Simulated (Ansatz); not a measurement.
**C₂H₆O₂Si: small, medium and large basis sets**

The task here is to estimate one member of a computed series from the others.

Method: one geometry, several basis sets; program: Ansatz 0.2.0, Gaussian basis.

Levels to be run: PBE0-D4/def2-SVP; ωB97M-V/def2-SVP; PBE0-D4/def2-QZVPP; ωB97M-V/def2-QZVPP; the functionals' def2-TZVPP values are taken from earlier runs.

### Structure used throughout

All runs share one geometry, relaxed beforehand with PBE0-D4 in a triple-zeta def2 set.

SMILES `C[SiH2]C(=O)O`, 11 atoms, charge 0, spin multiplicity 1.

Atoms are counted from 1 here; the program's logs count them from 0.

Bond lengths: C1–Si2 1.858 Å, C1–H6 1.092 Å, C1–H7 1.092 Å, C1–H8 1.092 Å, Si2–C3 1.926 Å, Si2–H9 1.486 Å, Si2–H10 1.486 Å, C3–O4 1.204 Å, C3–O5 1.346 Å, O5–H11 0.971 Å. Angles: Si2–C1–H6 110.3°, Si2–C1–H7 110.4°, Si2–C1–H8 111.0°, H6–C1–H7 107.9°, H6–C1–H8 108.6°, H7–C1–H8 108.6°, C1–Si2–C3 107.6°, C1–Si2–H9 112.7°, C1–Si2–H10 112.6°, C3–Si2–H9 107.5°, C3–Si2–H10 107.4°, H9–Si2–H10 108.8°, Si2–C3–O4 124.0°, Si2–C3–O5 113.8°, O4–C3–O5 122.2°, C3–O5–H11 107.1°.

The first run:

The input, in.yaml:

```yaml
crystal:
  periodic: [false, false, false]
  atoms:
    - {symbol: C, position_ang: [-1.115381, 1.288360, 0.386267]}
    - {symbol: Si, position_ang: [0.508040, 0.389285, 0.479546]}
    - {symbol: C, position_ang: [0.369675, -1.181326, -0.625883]}
    - {symbol: O, position_ang: [-0.618389, -1.486715, -1.241625]}
    - {symbol: O, position_ang: [1.490369, -1.925665, -0.654256]}
    - {symbol: H, position_ang: [-1.925523, 0.646049, 0.737040]}
    - {symbol: H, position_ang: [-1.334209, 1.570887, -0.645351]}
    - {symbol: H, position_ang: [-1.098053, 2.192529, 0.998478]}
    - {symbol: H, position_ang: [1.641600, 1.199303, -0.037028]}
    - {symbol: H, position_ang: [0.832609, -0.064240, 1.856865]}
    - {symbol: H, position_ang: [1.314564, -2.685267, -1.233453]}
basis:
  gaussian: {orbitals: def2-SVP}
hamiltonian: {xc: pbe0, dispersion: d4}
output: {orbitals: {seedname: orbitals}}
```

Steps of the session up to this table: PBE0-D4 in def2-SVP; ωB97M-V in def2-SVP; PBE0-D4 in def2-QZVPP; ωB97M-V in def2-QZVPP.

One of the session's tables, all rows but one given; the rest of the session is left out.

It belongs to the step «Density functionals: the series». 

```
functional       basis  HOMO (eV)
   PBE0-D4    def2-SVP      -7.61
   PBE0-D4  def2-TZVPP      -7.78
   PBE0-D4  def2-QZVPP      -7.82
   ωB97M-V    def2-SVP      -9.93
   ωB97M-V  def2-TZVPP     -10.13
   ωB97M-V  def2-QZVPP          ?
```

Q: Estimate the row for ωB97M-V, def2-QZVPP from the others.

As computed: HOMO (eV): -10.17. In the column «HOMO (eV)» it is the lowest.
